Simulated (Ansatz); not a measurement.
# CH6BPSi: the cost of one run

Computed with Ansatz 0.2.0, Gaussian basis. Level: the settings change from run to run.

## 1. The geometry

The structure was relaxed beforehand with PBE0-D4 in a triple-zeta def2 set.

SMILES `PB1C[SiH2]1`, 10 atoms, charge 0, spin multiplicity 1.

Atoms are counted from 1 here; the program's logs count them from 0.

Bond lengths: P1–B2 1.853 Å, P1–H5 1.416 Å, P1–H6 1.412 Å, B2–C3 1.526 Å, B2–Si4 1.930 Å, C3–Si4 1.929 Å, C3–H7 1.087 Å, C3–H8 1.095 Å, Si4–H9 1.483 Å, Si4–H10 1.479 Å. Angles: B2–P1–H5 103.3°, B2–P1–H6 102.4°, H5–P1–H6 99.0°, P1–B2–C3 139.5°, P1–B2–Si4 149.6°, C3–B2–Si4 66.7°, B2–C3–Si4 66.7°, B2–C3–H7 123.1°, B2–C3–H8 117.1°, Si4–C3–H7 135.2°, Si4–C3–H8 96.5°, H7–C3–H8 111.1°, B2–Si4–C3 46.6°, B2–Si4–H9 120.9°, B2–Si4–H10 125.6°, C3–Si4–H9 123.3°, C3–Si4–H10 108.7°, H9–Si4–H10 112.8°.

## 2. B3LYP5/6-31G*

Options: multiplicity 3, high accuracy.

Contents of in.yaml:

```yaml
crystal:
  periodic: [false, false, false]
  atoms:
    - {symbol: P, position_ang: [-1.940280, 0.740247, -0.967695]}
    - {symbol: B, position_ang: [-0.551606, 0.045427, 0.042627]}
    - {symbol: C, position_ang: [0.411976, -1.138375, 0.030846]}
    - {symbol: Si, position_ang: [1.017659, 0.326446, 1.130196]}
    - {symbol: H, position_ang: [-1.667034, 0.258837, -2.270478]}
    - {symbol: H, position_ang: [-1.546074, 2.084566, -1.141750]}
    - {symbol: H, position_ang: [0.761019, -1.611636, -0.883936]}
    - {symbol: H, position_ang: [0.315260, -1.868442, 0.840847]}
    - {symbol: H, position_ang: [2.076780, 1.275908, 0.709140]}
    - {symbol: H, position_ang: [1.205500, -0.164079, 2.513103]}
basis:
  gaussian: {orbitals: "6-31G*"}
magnetization: {spin_polarized: true, initial_magnetization: 2}
hamiltonian: {xc: {name: B3LYP5}}
accuracy: high
output: {forces: true}
```

Started as:

```sh
> ansatz run in.yaml --threads 2 --pin off --events-out ev --progress --plain --max-ram 4352MiB
```

Q: Estimate wall time and peak memory on 2 threads of Arm Neoverse N1, shared host.

About 20 s, with a peak of 0.39 GiB.
